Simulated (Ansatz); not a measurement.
**CH₅B₂N: a ladder of functionals and wavefunction methods**

One table from this session's results is given with a row withheld; the runs are named, their logs left out.

The runs use Ansatz 0.2.0, Gaussian basis; functionals in def2-TZVPP, the program's frozen cores in correlated methods.

The runs, in order: LDA (SPW92), PBE-D4, revPBE-D4, BLYP-D4, r2SCAN-D4, B97M-V, PBE0-D4, B3LYP-D4, r2SCANh-D4, r2SCAN0-D4, HSE06-D4, BHLYP-D4, CAM-B3LYP-D4, LC-ωPBE, ωB97X-V, ωB97M-V, B2PLYP, PBE-QIDH; CCSD(T)/def2-SVP; CCSD(T)/def2-TZVPP; MP2/def2-QZVPP; extrapolation to the limit; RPA on PBE.

1 further run of the same task is left out (it didn't finish).

**The geometry**

The geometry comes from an earlier relaxation with PBE0-D4 in a triple-zeta def2 set; it is a stationary point, not always the lowest conformer.

9 atoms, charge 0, spin multiplicity 1.

Atoms are counted from 1 here; the program's logs count them from 0.

Bond lengths: B1–C2 1.464 Å, B1–B3 1.724 Å, B1–H5 1.296 Å, B1–H6 1.182 Å, C2–B3 1.673 Å, C2–N4 1.437 Å, C2–H7 1.086 Å, B3–N4 1.456 Å, B3–H5 1.442 Å, B3–H8 1.186 Å, N4–H9 1.013 Å. Angles: C2–B1–B3 62.7°, C2–B1–H5 104.6°, C2–B1–H6 138.4°, B3–B1–H5 54.9°, B3–B1–H6 139.1°, H5–B1–H6 116.4°, B1–C2–B3 66.3°, B1–C2–N4 110.6°, B1–C2–H7 125.6°, B3–C2–N4 55.2°, B3–C2–H7 129.5°, N4–C2–H7 119.6°, B1–B3–C2 51.0°, B1–B3–N4 96.8°, B1–B3–H5 47.3°, B1–B3–H8 129.6°, C2–B3–N4 54.1°, C2–B3–H5 88.8° and more.

Set-up of the first run:

File in.yaml:

```yaml
crystal:
  periodic: [false, false, false]
  atoms:
    - {symbol: B, position_ang: [-0.430043, 1.079642, 0.257142]}
    - {symbol: C, position_ang: [0.828766, 0.351951, 0.089539]}
    - {symbol: B, position_ang: [-0.531401, -0.591413, -0.152658]}
    - {symbol: N, position_ang: [0.698719, -0.653416, -0.928779]}
    - {symbol: H, position_ang: [-1.220150, 0.578192, -0.638945]}
    - {symbol: H, position_ang: [-0.915369, 1.843356, 1.017157]}
    - {symbol: H, position_ang: [1.609948, 0.259193, 0.837784]}
    - {symbol: H, position_ang: [-1.228679, -1.439155, 0.296041]}
    - {symbol: H, position_ang: [1.276711, -1.474649, -0.794382]}
basis:
  gaussian: {orbitals: def2-TZVPP}
hamiltonian: {xc: lda}
output: {orbitals: {seedname: orbitals}}
```

Launch:

```
> ansatz run in.yaml --threads 2 --pin off --events-out ev --progress --plain --max-ram 4352MiB
```

Steps of the session up to this table: LDA; PBE-D4 (GGA); revPBE-D4 (GGA); BLYP-D4 (GGA); r2SCAN-D4 (meta-GGA); B97M-V (meta-GGA); B3LYP-D4 (hybrid); r2SCANh-D4 (hybrid); r2SCAN0-D4 (hybrid); HSE06-D4 (hybrid); BHLYP-D4 (hybrid); CAM-B3LYP-D4 (range-separated); LC-ωPBE (range-separated); ωB97X-V (range-separated); ωB97M-V (range-separated); B2PLYP (double hybrid); PBE-QIDH (double hybrid).

One of the session's tables, all rows but one given; the rest of the session is left out.

It belongs to the step «Frontier levels by functional». 

```
  functional  HOMO (eV)  gap (eV)
 LDA (SPW92)      -5.61      3.95
      PBE-D4      -5.47      4.02
   revPBE-D4      -5.41      4.06
     BLYP-D4      -5.31      4.01
   r2SCAN-D4      -5.63      4.47
      B97M-V      -5.71      4.52
     PBE0-D4      -6.55      6.03
    B3LYP-D4      -6.34      5.61
  r2SCANh-D4      -6.04      5.21
  r2SCAN0-D4      -6.67      6.32
    HSE06-D4      -6.16      5.25
    BHLYP-D4      -7.51      7.97
CAM-B3LYP-D4      -7.83      8.37
     LC-ωPBE      -9.14     10.80
     ωB97X-V      -8.80     10.39
     ωB97M-V          ?         ?
```

Q: Estimate the row for ωB97M-V from the others.

As computed: HOMO (eV): -8.73; gap (eV): 10.11. In the column «HOMO (eV)» it lies between ωB97X-V (-8.80) and CAM-B3LYP-D4 (-7.83).
